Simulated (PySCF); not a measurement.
**A gas-phase reaction: ClCu + H3N → CuH2N + ClH**

What reaction energy should one expect for `[Cl][Cu]` + `N` → `[NH2][Cu]` + `Cl`?

Programs: PySCF 2.14.0. All values are calculated, for the isolated system unless a continuum is named. Atoms count from 0, parts from 1.

## Step 1: Starting point

Each species was relaxed by itself at PBE0-D3(BJ)/def2-SVPD.

## Step 2: Reaction energy: wB97M-D3(BJ)/def2-TZVPD

What the job is given:

```
{"job": {"kind": "react", "xc": "wB97M-D3(BJ)", "basis": "def2-TZVPD"}, "charge": 0, "multiplicity": 1}
-1 ClCu charge 0 multiplicity 1
Cl    -0.404400    -0.296610    -0.912140
Cu     0.431480     0.296420     0.913210

-1 H3N charge 0 multiplicity 1
N      0.008590    -0.001130     0.284440
H      0.935950    -0.137280    -0.107150
H     -0.583600    -0.738440    -0.086440
H     -0.344280     0.878200    -0.081790

+1 CuH2N charge 0 multiplicity 1
N     -0.078850     0.386310    -0.008540
Cu     1.015590    -0.847910    -0.773070
H     -1.049890     0.087630    -0.119780
H      0.080130     0.393920     1.001080

+1 ClH charge 0 multiplicity 1
Cl     0.644640    -0.006890     0.006240
H     -0.643430     0.008040    -0.006080
```

With the program's defaults for keys left out, this is: wB97M-D3(BJ)/def2-TZVPD reaction energy of separated species, gas phase.

Command:

```sh
> OMP_NUM_THREADS=1 python cluster_run.py task.json out
```

This one command runs all jobs of the session in turn.

**Question.** The jobs that follow are: PBE0-D3(BJ)/def2-TZVPD reaction energy of separated species, gas phase; MP2/def2-TZVPD reaction energy of separated species, gas phase. Predict: reaction energy (wB97M-D3(BJ)/def2-TZVPD); ΔH, ΔG at 298 K (xTB thermal terms). Thermal terms come from harmonic xTB runs on each species.

As calculated:

| quantity | value |
| --- | --- |
| reaction energy (wB97M-D3(BJ)/def2-TZVPD) | 36.33 kcal/mol |
| ΔH, ΔG at 298 K (xTB thermal terms) | +33.0, +32.4 kcal/mol |
| range of the reaction energy over the runs of this table | 32.49 to 36.33 kcal/mol |

**Reading.** The reaction is endothermic by 33.0 kcal/mol in the gas phase; dispersion gives -0.21, and xTB itself gave 29.38 for the electronic energy (xTB energies and thermal terms come from the earlier relaxation of each species, not shown). No barrier was sought. The reaction energy runs from 32.49 (MP2/def2-TZVPD) to 36.33 kcal/mol (wB97M-D3(BJ)/def2-TZVPD).
